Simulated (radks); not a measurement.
**Bi⁴⁺ in [Kr] 4d10 4f14 5s2 5p5 5d10 6s1 7s1: an all-electron calculation**

One table from this session's results is given with a row withheld; the runs are named, their logs left out.

Method: scalar-relativistic Kohn-Sham, HCTH/407, spin-unpolarised, spherical densities, finite nucleus. Code: radks (a radial shooting solver on a logarithmic mesh, Libxc functionals) version 1.

## The atom as given

* element: bismuth (Z = 83)
* charge: +4
* electrons: 79
* configuration: [Kr] 4d10 4f14 5s2 5p5 5d10 6s1 7s1
* nuclear rms radius: 5.5211 fm

Outer shells as boxes (Hund's rule):

Bi⁴⁺
```
[Kr] core
4d [↑↓][↑↓][↑↓][↑↓][↑↓]
4f [↑↓][↑↓][↑↓][↑↓][↑↓][↑↓][↑↓]
5s [↑↓]
5p [↑↓][↑↓][↑ ]
5d [↑↓][↑↓][↑↓][↑↓][↑↓]
6s [↑ ]
7s [↑ ]
```

Set-up of the first run:

The run's settings:

```text
Z 83
configuration [Kr] 4d10 4f14 5s2 5p5 5d10 6s1 7s1
relativity scalar-relativistic
functional hcth_407
spin unpolarised
nucleus finite rms 5.5211 fm
c 137.035999084
```

One table of the session follows, with a row left open; its other results are not shown here.

It belongs to the step «Radial structure». Radial moments (bohr):

| level | <r> | outermost maximum (interpolated) | 90 % within | nodes |
| --- | --- | --- | --- | --- |
| 1s | 0.01580 | 0.00967 | 0.0290 | 0 |
| 2s | 0.06650 | 0.0562 | 0.103 | 1 |
| 2p | 0.06054 | 0.0469 | 0.0988 | 0 |
| 3s | 0.1716 | 0.159 | 0.252 | 2 |
| 3p | ? | ? | ? | ? |
| 3d | 0.1574 | 0.129 | 0.244 | 0 |
| 4s | 0.3769 | 0.356 | 0.540 | 3 |
| 4p | 0.4021 | 0.376 | 0.582 | 2 |
| 4d | 0.4216 | 0.381 | 0.627 | 1 |
| 5s | 0.8252 | 0.768 | 1.17 | 4 |
| 4f | 0.4386 | 0.341 | 0.693 | 0 |
| 5p | 0.9350 | 0.855 | 1.34 | 3 |
| 5d | 1.163 | 1.01 | 1.71 | 2 |
| 6s | 1.871 | 1.72 | 2.65 | 5 |
| 7s | 3.737 | 3.64 | 5.20 | 6 |

Q: Estimate the row for 3p from the others.

**Answer.** <r>: 0.1737; outermost maximum (interpolated): 0.159; 90 % within: 0.260; nodes: 1. In the column «<r>» it lies between 3s (0.1716) and 4s (0.3769).
